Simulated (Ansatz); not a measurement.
**C₂H₄FIn: small, medium and large basis sets**

How large a basis does C₂H₄FIn need? Two functionals are run in growing sets.

The runs use Ansatz 0.2.0, Gaussian basis; one geometry, several basis sets.

The runs, in order: PBE0-D4/def2-SVP; ωB97M-V/def2-SVP; PBE0-D4/def2-QZVPP; ωB97M-V/def2-QZVPP; the functionals' def2-TZVPP values are taken from earlier runs.

## (1) Structure used throughout

An earlier PBE0-D4 in a triple-zeta def2 set relaxation fixed the geometry. In takes the def2 core potential; no spin-orbit term is included.

SMILES `[F][In]1[CH2][CH2]1`, 8 atoms, charge 0, spin multiplicity 1.

Atoms are counted from 1 here; the program's logs count them from 0.

Bond lengths: F1–In2 1.926 Å, In2–C3 2.114 Å, In2–C4 2.115 Å, C3–C4 1.593 Å, C3–H5 1.087 Å, C3–H6 1.087 Å, C4–H7 1.087 Å, C4–H8 1.087 Å. Angles: F1–In2–C3 158.1°, F1–In2–C4 157.7°, C3–In2–C4 44.3°, In2–C3–C4 67.9°, In2–C3–H5 120.1°, In2–C3–H6 120.9°, C4–C3–H5 115.2°, C4–C3–H6 115.4°, H5–C3–H6 110.8°, In2–C4–C3 67.8°, In2–C4–H7 120.9°, In2–C4–H8 120.2°, C3–C4–H7 115.3°, C3–C4–H8 115.1°, H7–C4–H8 110.8°.

## (2) PBE0-D4 in def2-SVP

The input, in.yaml:

```yaml
crystal:
  periodic: [false, false, false]
  atoms:
    - {symbol: F, position_ang: [-0.298000, -1.437347, 3.015840]}
    - {symbol: In, position_ang: [-0.119929, -0.613990, 1.283792]}
    - {symbol: C, position_ang: [0.221650, 0.915882, -0.135220]}
    - {symbol: C, position_ang: [-0.101768, -0.482417, -0.827073]}
    - {symbol: H, position_ang: [1.228392, 1.292236, -0.300532]}
    - {symbol: H, position_ang: [-0.514867, 1.698667, -0.300108]}
    - {symbol: H, position_ang: [0.710966, -0.913254, -1.406966]}
    - {symbol: H, position_ang: [-1.034342, -0.516876, -1.385334]}
basis:
  gaussian: {orbitals: def2-SVP}
hamiltonian: {xc: pbe0, dispersion: d4}
output: {orbitals: {seedname: orbitals}}
```

Started as:

```sh
> ansatz run in.yaml --threads 2 --pin off --events-out ev --progress --plain --max-ram 4352MiB
```

After this run come: ωB97M-V in def2-SVP; PBE0-D4 in def2-QZVPP; ωB97M-V in def2-QZVPP.

Q: Predict the results of all the runs planned. Wanted: PBE0-D4: double and triple zeta above quadruple; ωB97M-V: double and triple zeta above quadruple.

**Answer**, as computed:

```
                                       quantity          value
PBE0-D4: double and triple zeta above quadruple  6.53, 0.33 eV
ωB97M-V: double and triple zeta above quadruple  6.74, 0.32 eV
```

PBE0-D4 gains 6.20 eV from double to triple zeta, then 0.33 eV more. Total energies overstate the basis error of differences, where much of it tends to cancel.
